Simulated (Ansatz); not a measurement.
CdInS2, space group P-3m1: relaxations under a series of pressures, run with Ansatz's Python interface.

The script reads `POSCAR`:
```text
CdInS2
1.0
   3.86949614    0.00000000    0.00000000
  -1.93474807    3.35108196    0.00000000
   0.00000000    0.00000000    6.81052900
Cd In S
1 1 2
Direct
   0.00000000    0.00000000    0.00000000
   0.00000000    0.00000000    0.50000000
   0.66666667    0.33333333    0.75504900
   0.33333333    0.66666667    0.24495100
```

`compress_cdins2.py`:
```python
"""Cell of CdInS2 under pressure."""

import warnings

import ansatz as az
from ase.io import read
import numpy as np
import pandas as pd

params = {
    "functional": "PBE",
    "kmesh": (6, 6, 3),
    "sigma": 0.1,
}

def edges_and_angles(cell):
    cell = np.asarray(cell)
    a, b, c = np.linalg.norm(cell, axis=1)
    cosines = cell[1] @ cell[2] / (b * c), cell[0] @ cell[2] / (a * c), cell[0] @ cell[1] / (a * b)
    return (a, b, c, *np.degrees(np.arccos(cosines)))

warnings.simplefilter("ignore", az.DeckWarning)

atoms = read("POSCAR", format="vasp")
cdins2 = az.Crystal.from_ase(atoms)

base = (
    cdins2.calculation()
    .functional(params["functional"])
    .pseudopotentials("paw")
    .basis(34 * az.Ry)
    .kpoints(*params["kmesh"])
    .occupations(az.OccupationsMethod.COLD, width=params["sigma"])
)

# H = F + PV, with 1 GPa A^3 = 1/160.21766 eV
rows = []
for pressure in [-2, 0, 2, 5, 10]:
    out = base.relax(cell=True, pressure=pressure).run(threads=1)
    cell = out.lattice.cell_ang
    n_atoms = len(out.lattice.sites)
    volume = abs(np.linalg.det(cell)) / n_atoms
    enthalpy = out.report["free_energy_ev"] / n_atoms + pressure * volume / 160.21766
    rows.append((pressure, volume, enthalpy, *edges_and_angles(cell)))
    print(f"{pressure} GPa done: {volume:.4f} A^3/atom")

table = pd.DataFrame(rows, columns=["P_GPa", "V_A3_atom", "H_eV_atom", "a", "b", "c", "alpha", "beta", "gamma"])
print(table.round(4).to_string(index=False))
p, v = np.array([row[0] for row in rows], float), np.array([row[1] for row in rows])
print("mean bulk modulus between rows (GPa):", np.round(-np.diff(p) / np.diff(np.log(v)), 1))
```

Its results, one of them left out:

| P (GPa) | relaxed V (Å³/atom) |
| --- | --- |
| -2 | 22.974 |
| 0 | 22.132 |
| 2 | 21.421 |
| 5 | 20.545 |
| 10 | ? |

What volume does the cell relax to at 10 GPa?

Murnaghan's form V = V0 (1 + B' P / B0)^(-1/B') through the 4 rows shown gives V0 = 22.130 Å³, B0 = 57.6 GPa and B' = 4.06, and so 19.406 Å³ an atom at 10 GPa. The run gave 19.437 Å³, 0.16 % away.

Notes:
- At a fixed pressure a relaxation lowers the enthalpy F + PV, while F alone can rise.
- For a metal this k-point mesh is coarse: on a finer one energies can move by several to tens of meV an atom and pressures by half a GPa or more, differences at one mesh by less.
- This cell is a computed structure, which may not be the phase found in nature.
- Symmetry holds the cell in this phase, whether or not it is the stable one at each pressure.
- It ran for 47 s on 1 thread of Arm Neoverse V2, with other jobs on the host, peak memory 0.56 GiB.
